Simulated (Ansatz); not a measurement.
# Cl (hcp type): how the settings move a single-point run

Question: which choices in the input matter for Cl (hcp type)?

Program: Ansatz 0.2.0. Level of theory: reference: DFT, LDA, PAW with Ansatz's default frozen-core files, scalar-relativistic. These are calculated values, not measurements.

1 further run of the same task is left out (it didn't finish).

## 1. The structure to begin with

Symmetry: P6_3/mmc, No. 194, hexagonal system. Conventional cell: a = 2.973 Å, b = 2.973 Å, c = 3.868 Å, α = 90.00°, β = 90.00°, γ = 120.00°. Around Cl (site symmetry -6m2) lie 12 Cl at 2.59 to 2.97 Å.

Coordinates:

```xyz
2
Lattice="2.9735 0.0000 0.0000 -1.4867 2.5751 0.0000 0.0000 0.0000 3.8682" Properties=species:S:1:pos:R:3 pbc="T T T"
Cl    0.0000    1.7167    0.9671
Cl    1.4867    0.8584    2.9012
```

## 2. Baseline

Contents of input.yaml:

```yaml
crystal:
  lattice:
    - [2.9734575482, 0.0, 0.0]
    - [-1.486728774, 2.5750897738, 0.0]
    - [0.0, 0.0, 3.8682015056]
  atoms:
    - { symbol: Cl, position: [0.3333333333, 0.6666666667, 0.25] }
    - { symbol: Cl, position: [0.6666666667, 0.3333333333, 0.75] }
kpoints:
  mp_grid: { grid: [15, 15, 8] }
scf:
  occupations: { method: fermi_dirac, width: 0.1 }
hamiltonian:
  xc: lda
  pseudopotentials: { kind: paw }
output:
  forces: true
  stress: true
  eigenvalues: true
  populations: true
```

Command:

```bash
> ansatz run input.yaml --threads 1 --pin off --max-ram 2048MiB --backend cpu --events-out ev --progress --plain --runs-dir out
```

## 3. Changed: occupations.method methfessel_paxton, occupations.width 0.01, pseudopotentials.kind nc, pseudopotentials.accuracy standard

input.yaml: that of step 2 with these lines changed.

```diff
@@ -11,6 +11,6 @@
 scf:
-  occupations: { method: fermi_dirac, width: 0.1 }
+  occupations: { method: methfessel_paxton, width: 0.01 }
 hamiltonian:
   xc: lda
-  pseudopotentials: { kind: paw }
+  pseudopotentials: { kind: nc, accuracy: standard }
 output:
```

Before running it: what results should come out? Wanted: for each run, ending; energy change; pressure; gap; force.

As calculated:

| run | ending | energy change | pressure (GPa) | gap (eV) | force (eV/Å) | cycles | time |
| --- | --- | --- | --- | --- | --- | --- | --- |
| reference | converged | - | 22.6 | 0.00 | 0.00 | 6 | 3.3 s |
| 1: occupations.method methfessel_paxton, occupations.width 0.01, pseudopotentials.kind nc, pseudopotentials.accuracy standard | converged | not comparable | 22.4 | 0.00 | 0.00 | 6 | 7.5 s |

Residual by cycle in the longest SCF loop of each run; runs are numbered as in the table. The quantity is the density residual dr2, in eV.

| cycle | reference | run 1 |
| --- | --- | --- |
| 1 | 0.0101 | 0.0848 |
| 2 | 0.00414 | 0.0058 |
| 3 | 4.2e-5 | 1.6e-4 |
| 4 | 1.7e-6 | 1.3e-5 |
| 5 | 2.0e-7 | 8.0e-7 |
| 6 | 4.4e-9 | 2.2e-9 |

What this shows: A change of potentials puts the total energy on another scale; pressure, gap, moments and forces, where computed, barely move. Cost: 7.5 s against 3.3 s. The structure is not at rest: the sound run finds 23 GPa, so these are no properties of the relaxed crystal. 
